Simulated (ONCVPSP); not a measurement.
**Pseudopotential generation for W: ONCV, PBEsol**

Do these settings give a usable potential? It is generated, then checked for transferability, scattering, ghosts and hardness.

Method: ONCVPSP 4.0.1, PBEsol, scalar-relativistic.

## 1. The atom and the settings

The settings as typed:

- element: tungsten (W, Z = 74)
- type: optimised norm-conserving Vanderbilt (ONCV)
- frozen core: [Kr] 4d10 4f14 5s2
- valence charge: 12
- reference configuration: 5p6 5d4 6s1.5 6p0.5
- partial waves: 6s: rc 2.70 bohr, ncon 4, nbas 7, qcut 2.4 1/bohr, 1 projector; 5p+6p: rc 2.00 bohr, ncon 5, nbas 10, qcut 8.1 1/bohr, 2 projectors; 5d: rc 2.10 bohr, ncon 4, nbas 9, qcut 5.8 1/bohr, 1 projector
- local potential: polynomial inside 1.90 bohr (lpopt 4, dvloc0 0 Ha)
- core correction: Teter function, fcfact 2.25, rcfact 1.5

## 2. Generation

Contents of W.dat:

```
# ATOM AND REFERENCE CONFIGURATION
# atsym  z   nc   nv     iexc    psfile
  W 74.00   11    4  -116133      upf
#
#   n    l    f
    1    0    2.00
    2    0    2.00
    2    1    6.00
    3    0    2.00
    3    1    6.00
    3    2   10.00
    4    0    2.00
    4    1    6.00
    4    2   10.00
    4    3   14.00
    5    0    2.00
    5    1    6.00
    5    2    4.00
    6    0    1.50
    6    1    0.50
#
# PSEUDOPOTENTIAL AND OPTIMIZATION
# lmax
    2
#
#   l,   rc,      ep,       ncon, nbas, qcut
    0    2.70    0.00    4    7    2.40
    1    2.00    0.00    5   10    8.10
    2    2.10    0.00    4    9    5.80
#
# LOCAL POTENTIAL
# lloc, lpopt,  rc(5),   dvloc0
    4    4    1.90    0.00
#
# VANDERBILT-KLEINMAN-BYLANDER PROJECTORs
# l, nproj, debl
    0    1    1.30
    1    2    0.90
    2    1    0.70
#
# MODEL CORE CHARGE
# icmod, fcfact, rcfact
    3    2.25    1.50
#
# LOG DERIVATIVE ANALYSIS
# epsh1, epsh2, depsh
   -3.00    5.00    0.02
#
# OUTPUT GRID
# rlmax, drl
    6.00    0.01
#
# TEST CONFIGURATIONS
# ncnf
    4
# nvcnf
#   n    l    f
    4
    5    1    6.00
    5    2    4.00
    6    0    2.00
    6    1    0.00
#
    4
    5    1    6.00
    5    2    4.00
    6    0    1.00
    6    1    0.00
#
    4
    5    1    6.00
    5    2    4.00
    6    0    0.00
    6    1    0.00
#
    4
    5    1    6.00
    5    2    3.00
    6    0    2.00
    6    1    1.00
#
```

Started as:

```sh
oncvpsp.x < W.dat > W.out
```

What does the calculation give? Wanted: cutoffs for 1 and 0.1 mHa per electron, occupied waves; bound ghosts; GHOST(+) flags; largest test error; largest phase difference near zero energy, channels read; rms error of d²Exc/dn², without and with the model core.

**Answer**, as computed:

| quantity | value |
| --- | --- |
| cutoffs for 1 and 0.1 mHa per electron, occupied waves | 18 Ha and 24 Ha |
| bound ghosts | s at -10.62 eV |
| GHOST(+) flags | none at low energy |
| largest test error (AE − PS) | -1.0 meV, for 5p6 5d4 6s2 6p0 (3 tests unsolved) |
| largest phase difference near zero energy, channels read | 0.029 rad |
| rms error of d²Exc/dn², without and with the model core | 3.90 and 1.06 mHa |

**Reading.** A bound ghost (s) makes it unfit for use: electrons can fall into a state that the atom doesn't have. The worst unpolarised test, 5p6 5d4 6s2 6p0, is off by 1.0 meV on 2.2 eV; by total energies transferability rates as very good where solved. Atomic tests can pass in spite of a ghost, since they solve only for the levels asked. Of the tests 3 gave no usable energy difference, which is a warning in itself. It counts as of middling hardness, with 18 Ha needed at the looser tolerance. At the looser tolerance the 5p wave is the slowest; 5d needs 13 Ha. Near zero energy the phases of the channels with partial waves agree within 0.029 rad. Note that the frozen 4f shell (-34 eV) lies higher than the valence 5p shell (-44 eV).
